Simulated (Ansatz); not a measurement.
# WC (nonet): the correlation ladder, def2-SVP

How much of the correlation energy of WC (nonet) does each wave-function method recover here?

Method: def2-SVP, core rule «outside noble gas», up to 5 orbitals frozen; program: Ansatz 0.2.0, Gaussian basis.

The runs, in order: UHF; CCSD(T) on ROHF; CCSD(T) on UHF; CISD; CCSDT(Q) on ROHF; CCSDT(Q) on UHF; CASSCF and MRCISD+Q, 10 electrons in 10 orbitals; CASSCF and NEVPT2, 10 electrons in 10 orbitals.

13 further runs of the same task are left out: 2 that didn't finish, 11 set aside as unsound or not needed.

## (1) The system

The geometry is a PBE0/def2-TZVP stationary point (not a proven minimum) of the parent state, kept for this charge and spin. No spin-orbit coupling is included. Elements past krypton take def2 core potentials.

2 atoms, charge 0, spin multiplicity 9.

Atoms are counted from 1 here; the program's logs count them from 0.

Bond lengths: W1–C2 1.923 Å.

In the tables R marks a restricted open-shell determinant and U an unrestricted one; 'valence' is the active space of 10 electrons in 10 orbitals; energies count from the table's Hartree-Fock row.

## (2) UHF

in.yaml

```yaml
crystal:
  periodic: [false, false, false]
  atoms:
    - {symbol: W, position_ang: [0.000000, 0.000000, 0.000000]}
    - {symbol: C, position_ang: [0.000000, 0.000000, 1.923200]}
basis:
  gaussian: {orbitals: def2-SVP}
magnetization: {spin_polarized: true, initial_magnetization: 8}
hamiltonian: {xc: hf}
output: {orbitals: {seedname: orbitals}}
```

On the command line:

```
> ansatz run in.yaml --threads 1 --pin off --events-out ev --progress --plain --max-ram 2393MiB
```

The program printed:

```text
Functional definition: HF
  name "HF"
  cite "Fock, Z. Phys. 61, 126 (1930) doi:10.1007/BF01340294"
  parent pbe
  exchange = exact_x
  correlation = 0
463 factors; integrals over basis functions are off by at most 1.2e-3 eV
mean field evaluation 1: about -2829.4310 eV, gradient 9.5e0 eV
mean field evaluation 2: about -2829.4478 eV, gradient 9.4e0 eV
mean field evaluation 4: about -2830.1746 eV, gradient 1.6e0 eV
mean field evaluation 8: about -2830.2324 eV, gradient 3.7e-3 eV
mean field evaluation 16: about -2829.1437 eV, gradient 2.2e-1 eV
mean field evaluation 32: about -2829.1755 eV, gradient 3.7e-1 eV
mean field -2830.23236889 eV, -104.0091211561 hartree, gradient 1.8e-5 eV, S^2 20.007260; 0 other end points of the search recorded, 0 dependent functions left out
reference -2830.23236889 eV, -104.0091211561 hartree; 14, 6 occupied and 32, 40 virtual orbitals, 463 factors
Total energy: -2830.23236889 eV, -104.0091211561 hartree
```

Wall time 0.51 s (1 thread of Arm Neoverse V1, shared host).

From the report: ⟨S²⟩ of the determinant 20.007 (pure nonet: 20.00).

## (3) CCSD(T) on ROHF

in.yaml

```yaml
crystal:
  periodic: [false, false, false]
  atoms:
    - {symbol: W, position_ang: [0.000000, 0.000000, 0.000000]}
    - {symbol: C, position_ang: [0.000000, 0.000000, 1.923200]}
basis:
  gaussian: {orbitals: def2-SVP}
magnetization: {spin_polarized: false, initial_magnetization: 8}
correlation: {method: ccsd_t, electrons: outside_noble_gas}
```

Same command.

The program printed (excerpt; [...] marks lines left out):

```text
Functional definition: HF
  name "HF"
  cite "Fock, Z. Phys. 61, 126 (1930) doi:10.1007/BF01340294"
  parent pbe
[...]
463 factors; integrals over basis functions are off by at most 1.2e-3 eV
[...]
mean field -2830.08990911 eV, -104.0038858559 hartree, gradient 9.7e-6 eV, S^2 20.000000; 9 other end points of the search recorded, 0 dependent functions left out
determinant -2830.08990911 eV, -104.0038858559 hartree, with singles and doubles -2834.05261759 eV, -104.1495127067 hartree
determinant -2829.02410090 eV, -103.9647181267 hartree, with singles and doubles -2832.84382982 eV, -104.1050905752 hartree
determinant -2827.58854325 eV, -103.9119623559 hartree, with singles and doubles -2831.16664274 eV, -104.0434550870 hartree
determinant -2826.94734446 eV, -103.8883987353 hartree, with singles and doubles -2830.85650066 eV, -104.0320575756 hartree
determinant -2826.77071457 eV, -103.8819077065 hartree, with singles and doubles -2830.49957241 eV, -104.0189407046 hartree
determinant -2826.63721382 eV, -103.8770016443 hartree, with singles and doubles -2830.66493549 eV, -104.0250176857 hartree
5 core orbitals not correlated: weight in the atoms' cores, before any rotation towards them, 0.997 or more for the frozen orbitals, at most 0.002 for the correlated occupied ones
reference -2830.08990911 eV, -104.0038858559 hartree; 9, 1 occupied and 32, 40 virtual orbitals, 463 factors
second order -3.37824955 eV of doubles, -0.02700000 eV of singles
cycle   1  -3.96307609 eV  change   -3.7e-4 eV  update   7.1e-4
[...]
cycle   7  -3.96310983 eV  change    8.7e-7 eV  update   1.9e-6
perturbative correction -0.10120048 eV, -0.0037190491 hartree
Total energy: -2834.15421942 eV, -104.1532465048 hartree
```

It took 3.7 s on 1 thread of Arm Neoverse V1, shared host.

From the report: correlation -4.0643 eV; T1 0.023; largest double amplitude 0.04.

## (4) CCSD(T) on UHF

Edit in.yaml of step 3 so:

```diff
@@ -7,3 +7,3 @@
   gaussian: {orbitals: def2-SVP}
-magnetization: {spin_polarized: false, initial_magnetization: 8}
+magnetization: {spin_polarized: true, initial_magnetization: 8}
 correlation: {method: ccsd_t, electrons: outside_noble_gas}
```

Launched as before.

The program printed (excerpt; [...] marks lines left out):

```text
Functional definition: HF
  name "HF"
  cite "Fock, Z. Phys. 61, 126 (1930) doi:10.1007/BF01340294"
  parent pbe
[...]
463 factors; integrals over basis functions are off by at most 1.2e-3 eV
[...]
mean field -2830.23236889 eV, -104.0091211561 hartree, gradient 6.5e-6 eV, S^2 20.007260; 6 other end points of the search recorded, 0 dependent functions left out
determinant -2830.23236889 eV, -104.0091211561 hartree, with singles and doubles -2834.14628047 eV, -104.1529547541 hartree
determinant -2829.14390947 eV, -103.9691210104 hartree, with singles and doubles -2832.92571345 eV, -104.1080997433 hartree
determinant -2827.71460276 eV, -103.9165949577 hartree, with singles and doubles -2831.25326359 eV, -104.0466383446 hartree
determinant -2827.07767967 eV, -103.8931884659 hartree, with singles and doubles -2830.93630927 eV, -104.0349904881 hartree
determinant -2826.77282314 eV, -103.8819851951 hartree, with singles and doubles -2830.74643929 eV, -104.0280128952 hartree
5 core orbitals not correlated: weight in the atoms' cores, before any rotation towards them, 0.996 or more for the frozen orbitals, at most 0.002 for the correlated occupied ones
reference -2830.23236889 eV, -104.0091211561 hartree; 9, 1 occupied and 32, 40 virtual orbitals, 463 factors
second order -3.35786741 eV of doubles, -0.00000000 eV of singles
cycle   1  -3.91422397 eV  change   -3.1e-4 eV  update   7.1e-4
[...]
cycle   7  -3.91423416 eV  change    5.4e-7 eV  update   1.9e-6
perturbative correction -0.09967254 eV, -0.0036628982 hartree
Total energy: -2834.24627559 eV, -104.1566295067 hartree
```

Wall time 2.8 s (1 thread of Arm Neoverse V1, shared host).

From the report: ⟨S²⟩ of the determinant 20.007 (pure nonet: 20.00); correlation -4.0139 eV; T1 0.022; largest double amplitude 0.04.

## (5) CISD

in.yaml

```yaml
crystal:
  periodic: [false, false, false]
  atoms:
    - {symbol: W, position_ang: [0.000000, 0.000000, 0.000000]}
    - {symbol: C, position_ang: [0.000000, 0.000000, 1.923200]}
basis:
  gaussian: {orbitals: def2-SVP}
magnetization: {spin_polarized: false, initial_magnetization: 8}
correlation: {active_space: {ras: {orbitals: [1, 8, 32], electrons: 10, max_holes: 2, max_particles: 2}, fixed_orbitals: true}}
```

Launched as before.

The program printed:

```text
Functional definition: HF
  name "HF"
  cite "Fock, Z. Phys. 61, 126 (1930) doi:10.1007/BF01340294"
  parent pbe
  exchange = exact_x
  correlation = 0
463 factors; integrals over basis functions are off by at most 1.2e-3 eV
mean field evaluation 1: about -2828.5468 eV, gradient 1.0e1 eV
mean field evaluation 2: about -2828.5659 eV, gradient 1.0e1 eV
mean field evaluation 4: about -2830.0124 eV, gradient 2.2e0 eV
mean field evaluation 8: about -2830.0889 eV, gradient 2.6e-1 eV
mean field evaluation 16: about -2829.3977 eV, gradient 4.7e0 eV
mean field evaluation 32: about -2829.0237 eV, gradient 2.0e-1 eV
mean field -2830.08990911 eV, -104.0038858559 hartree, gradient 9.7e-6 eV, S^2 20.000000; 5 other end points of the search recorded, 0 dependent functions left out
reference -2830.08990911 eV, -104.0038858559 hartree; 14, 6 occupied and 32, 40 virtual orbitals, 463 factors
state -2833.90057471 eV, -104.1439252336 hartree
Total energy: -2833.90057471 eV, -104.1439252336 hartree
```

It took 11 s on 1 thread of Arm Neoverse V1, shared host.

From the report: 43,430 determinants.

## (6) CCSDT(Q) on ROHF

Edit in.yaml of step 5 so:

```diff
@@ -8,2 +8,2 @@
 magnetization: {spin_polarized: false, initial_magnetization: 8}
-correlation: {active_space: {ras: {orbitals: [1, 8, 32], electrons: 10, max_holes: 2, max_particles: 2}, fixed_orbitals: true}}
+correlation: {method: ccsdt_q, electrons: outside_noble_gas}
```

The command is unchanged.

The program printed (excerpt; [...] marks lines left out):

```text
Functional definition: HF
  name "HF"
  cite "Fock, Z. Phys. 61, 126 (1930) doi:10.1007/BF01340294"
  parent pbe
[...]
847 factors; integrals over basis functions are off by at most 1.8e-7 eV
[...]
mean field -2830.08998932 eV, -104.0038888038 hartree, gradient 1.0e-5 eV, S^2 20.000000; 9 other end points of the search recorded, 0 dependent functions left out
determinant -2830.08998932 eV, -104.0038888038 hartree, with singles and doubles -2834.05268361 eV, -104.1495151328 hartree
determinant -2829.02418630 eV, -103.9647212650 hartree, with singles and doubles -2832.84390411 eV, -104.1050933056 hartree
determinant -2827.58863521 eV, -103.9119657357 hartree, with singles and doubles -2831.16672306 eV, -104.0434580387 hartree
determinant -2826.94744308 eV, -103.8884023593 hartree, with singles and doubles -2830.85658587 eV, -104.0320607073 hartree
determinant -2826.77081142 eV, -103.8819112657 hartree, with singles and doubles -2830.49965394 eV, -104.0189437007 hartree
determinant -2826.63730794 eV, -103.8770051032 hartree, with singles and doubles -2830.66501821 eV, -104.0250207257 hartree
5 core orbitals not correlated: weight in the atoms' cores, before any rotation towards them, 0.997 or more for the frozen orbitals, at most 0.002 for the correlated occupied ones
reference -2830.08998932 eV, -104.0038888038 hartree; 9, 1 occupied and 32, 40 virtual orbitals, 847 factors
second order -3.37823800 eV of doubles, -0.02699959 eV of singles
cycle   1  -3.79434784 eV  change   -3.9e-1 eV  update   6.7e-2
[...]
cycle  15  -4.08291518 eV  change   -7.8e-7 eV  update   8.7e-7
perturbative correction -0.00347922 eV, -0.0001278589 hartree
Total energy: -2834.17638372 eV, -104.1540610280 hartree
```

Run time: 20 s. Hardware: 1 thread of Arm Neoverse V1, shared host; peak memory 0.3 GiB.

From the report: correlation -4.0864 eV; T1 0.024; largest double amplitude 0.05.

## (7) CCSDT(Q) on UHF

Edit in.yaml of step 6 so:

```diff
@@ -7,3 +7,3 @@
   gaussian: {orbitals: def2-SVP}
-magnetization: {spin_polarized: false, initial_magnetization: 8}
+magnetization: {spin_polarized: true, initial_magnetization: 8}
 correlation: {method: ccsdt_q, electrons: outside_noble_gas}
```

The command is unchanged.

The program printed (excerpt; [...] marks lines left out):

```text
Functional definition: HF
  name "HF"
  cite "Fock, Z. Phys. 61, 126 (1930) doi:10.1007/BF01340294"
  parent pbe
[...]
847 factors; integrals over basis functions are off by at most 1.8e-7 eV
[...]
mean field -2830.23244877 eV, -104.0091240918 hartree, gradient 7.0e-6 eV, S^2 20.007260; 6 other end points of the search recorded, 0 dependent functions left out
determinant -2830.23244877 eV, -104.0091240918 hartree, with singles and doubles -2834.14634750 eV, -104.1529572171 hartree
determinant -2829.14399455 eV, -103.9691241370 hartree, with singles and doubles -2832.92578813 eV, -104.1081024877 hartree
determinant -2827.71469369 eV, -103.9165982993 hartree, with singles and doubles -2831.25334210 eV, -104.0466412297 hartree
determinant -2827.07777786 eV, -103.8931920741 hartree, with singles and doubles -2830.93548811 eV, -104.0349603109 hartree
determinant -2826.77291664 eV, -103.8819886309 hartree, with singles and doubles -2830.74651663 eV, -104.0280157373 hartree
5 core orbitals not correlated: weight in the atoms' cores, before any rotation towards them, 0.996 or more for the frozen orbitals, at most 0.002 for the correlated occupied ones
reference -2830.23244877 eV, -104.0091240918 hartree; 9, 1 occupied and 32, 40 virtual orbitals, 847 factors
second order -3.35785622 eV of doubles, -0.00000000 eV of singles
cycle   1  -3.74720324 eV  change   -3.9e-1 eV  update   6.6e-2
[...]
cycle  15  -4.03263561 eV  change   -7.9e-7 eV  update   1.0e-6
perturbative correction -0.00412757 eV, -0.0001516856 hartree
Total energy: -2834.26921195 eV, -104.1574724025 hartree
```

It took 18 s on 1 thread of Arm Neoverse V1, shared host; peak memory 0.27 GiB.

From the report: ⟨S²⟩ of the determinant 20.007 (pure nonet: 20.00); correlation -4.0368 eV; T1 0.022; largest double amplitude 0.05.

## (8) CASSCF and MRCISD+Q, 10 electrons in 10 orbitals

in.yaml

```yaml
crystal:
  periodic: [false, false, false]
  atoms:
    - {symbol: W, position_ang: [0.000000, 0.000000, 0.000000]}
    - {symbol: C, position_ang: [0.000000, 0.000000, 1.923200]}
basis:
  gaussian: {orbitals: def2-SVP}
magnetization: {spin_polarized: false, initial_magnetization: 8}
correlation: {method: fic_mrcisd_q, electrons: outside_noble_gas, active_space: {window: {electrons: 10, orbitals: 10}, shells: [{species: C, l: s, shell: 2}, {species: C, l: p, shell: 2}, {species: W, l: s, shell: 6}, {species: W, l: d, shell: 5}]}}
```

Same command.

The program printed (excerpt; [...] marks lines left out):

```text
Functional definition: HF
  name "HF"
  cite "Fock, Z. Phys. 61, 126 (1930) doi:10.1007/BF01340294"
  parent pbe
[...]
847 factors; integrals over basis functions are off by at most 1.8e-7 eV
[...]
mean field -2830.08998932 eV, -104.0038888038 hartree, gradient 1.0e-5 eV, S^2 20.000000; 5 other end points of the search recorded, 0 dependent functions left out
reference -2830.08998932 eV, -104.0038888038 hartree; 14, 6 occupied and 32, 40 virtual orbitals, 847 factors
state -2830.38788596 eV, -104.0148363031 hartree
contracted CI cycle   1: correlation 0.00000000 eV, 0.0000000000 hartree, residual 1.51e1 eV
contracted CI cycle   2: correlation -3.37194404 eV, -0.1239166580 hartree, residual 2.61e0 eV
contracted CI cycle   3: correlation -3.49329601 eV, -0.1283762606 hartree, residual 5.74e-1 eV
contracted CI cycle   4: correlation -3.50142184 eV, -0.1286748791 hartree, residual 1.83e-1 eV
contracted CI cycle   5: correlation -3.50226923 eV, -0.1287060202 hartree, residual 6.08e-2 eV
contracted CI cycle   6: correlation -3.50236010 eV, -0.1287093598 hartree, residual 2.07e-2 eV
contracted CI cycle   7: correlation -3.50236960 eV, -0.1287097089 hartree, residual 6.57e-3 eV
contracted CI cycle   8: correlation -3.50237067 eV, -0.1287097480 hartree, residual 2.29e-3 eV
contracted CI cycle   9: correlation -3.50237079 eV, -0.1287097526 hartree, residual 8.22e-4 eV
state -2830.38788596 eV, -104.0148363031 hartree; corrected -2834.12654332 eV, -104.1522294271 hartree
Total energy: -2834.12654332 eV, -104.1522294271 hartree
Checks for a lower state left out: starts, orbital_swaps
```

Run time: 5.5 s. Hardware: 1 thread of Arm Neoverse V1, shared host; peak memory 0.51 GiB.

From the report: 34 determinants; active occupations 1.99, 1.00, 1.00, 1.00, 1.00, 1.00, 1.00, 1.00, 1.00, 0.01.

## (9) CASSCF and NEVPT2, 10 electrons in 10 orbitals

in.yaml

```yaml
crystal:
  periodic: [false, false, false]
  atoms:
    - {symbol: W, position_ang: [0.000000, 0.000000, 0.000000]}
    - {symbol: C, position_ang: [0.000000, 0.000000, 1.923200]}
basis:
  gaussian: {orbitals: def2-SVP}
magnetization: {spin_polarized: false, initial_magnetization: 8}
correlation: {method: sc_nevpt2, electrons: outside_noble_gas, active_space: {window: {electrons: 10, orbitals: 10}, shells: [{species: C, l: s, shell: 2}, {species: C, l: p, shell: 2}, {species: W, l: s, shell: 6}, {species: W, l: d, shell: 5}]}}
```

Same command.

The program printed:

```text
Functional definition: HF
  name "HF"
  cite "Fock, Z. Phys. 61, 126 (1930) doi:10.1007/BF01340294"
  parent pbe
  exchange = exact_x
  correlation = 0
847 factors; integrals over basis functions are off by at most 1.8e-7 eV
mean field evaluation 1: about -2828.5474 eV, gradient 1.0e1 eV
mean field evaluation 2: about -2828.5661 eV, gradient 1.0e1 eV
mean field evaluation 4: about -2830.0126 eV, gradient 2.2e0 eV
mean field evaluation 8: about -2830.0890 eV, gradient 2.6e-1 eV
mean field evaluation 16: about -2829.3971 eV, gradient 4.7e0 eV
mean field evaluation 32: about -2829.0242 eV, gradient 6.3e-4 eV
mean field -2830.08998932 eV, -104.0038888038 hartree, gradient 1.0e-5 eV, S^2 20.000000; 5 other end points of the search recorded, 0 dependent functions left out
reference -2830.08998932 eV, -104.0038888038 hartree; 14, 6 occupied and 32, 40 virtual orbitals, 847 factors
state -2830.38788596 eV, -104.0148363031 hartree
state -2830.38788596 eV, -104.0148363031 hartree; corrected -2833.27256103 eV, -104.1208461568 hartree
Total energy: -2833.27256103 eV, -104.1208461568 hartree
Checks for a lower state left out: starts, orbital_swaps
```

It took 1.9 s on 1 thread of Arm Neoverse V1, shared host.

From the report: 34 determinants; active occupations 1.99, 1.00, 1.00, 1.00, 1.00, 1.00, 1.00, 1.00, 1.00, 0.01.

## (10) How many determinants matter

Natural occupations of the CASSCF valence state about the gap (report; correlated orbitals 1 to 10): 1.986, 1.001, 1.001, 1.000, 1.000, 1.000, 0.999, 0.999, 0.998, 0.015. The count of effectively unpaired electrons, Σ n²(2 − n)², is 8.00; a single determinant of this spin has 8.

## (11) The ladder

No level here is safe as a reference; RCCSDT(Q) serves as a yardstick only. Rows without a time come out of other runs: HF, MP2 and CCSD of CCSD(T), CCSDT of CCSDT(Q), CASSCF and MRCISD of the multireference runs.

Differences are taken before rounding.

```
          method  energy from the lowest RHF (meV)  from RCCSDT(Q) (meV)   time
             RHF                               0.0               +4086.5       
             UHF                            -142.5               +3944.0       
            RMP2                           -3405.2                +681.2       
            UMP2                           -3500.3                +586.1       
           RCCSD                           -3963.1                +123.4       
           UCCSD                           -4056.7                 +29.8       
        RCCSD(T)                           -4064.3                 +22.2  3.7 s
        UCCSD(T)                           -4156.4                 -69.9  2.8 s
          RCCSDT                           -4083.0                  +3.5       
          UCCSDT                           -4175.2                 -88.7       
       RCCSDT(Q)                           -4086.5                     0   20 s
       UCCSDT(Q)                           -4179.3                 -92.8   18 s
  CASSCF valence                            -298.0               +3788.5       
  NEVPT2 valence                           -3182.7                +903.8  1.9 s
  MRCISD valence                           -3800.3                +286.1       
MRCISD+Q valence                           -4036.6                 +49.8  5.5 s
```

Among the levels timed on like hardware and quicker than the yardstick, those that no quicker one beats, quickest first: NEVPT2 valence (1.9 s, +903.8 meV); UCCSD(T) (2.8 s, -69.9 meV); RCCSD(T) (3.7 s, +22.2 meV).

Not comparable, so not listed: CISD (they don't share determinant, frozen orbitals or solution with the rows shown, or repeat one).

## (12) Outcome

| quantity | value |
| --- | --- |
| RCCSDT(Q) below the RHF energy | -4.0865 eV |
| RMP2 from RCCSDT(Q) | +681.2 meV |
| UMP2 from RCCSDT(Q) | +586.1 meV |
| RCCSD from RCCSDT(Q) | +123.4 meV |
| RCCSD(T) from RCCSDT(Q) | +22.2 meV |
| UCCSD(T) from RCCSDT(Q) | -69.9 meV |
| UCCSDT(Q) from RCCSDT(Q) | -92.8 meV |
| NEVPT2 valence from RCCSDT(Q) | +903.8 meV |
| MRCISD+Q valence from RCCSDT(Q) | +49.8 meV |
| T1 diagnostic | 0.023 |
| effectively unpaired electrons | 8.00 |

RCCSD(T) misses by +22.2 meV, 0.5 % of the correlation energy. CCSD(T) misses by +22.2 meV on the restricted determinant and by -69.9 meV on the unrestricted one; the two need not hold the same state or core. One determinant dominates.
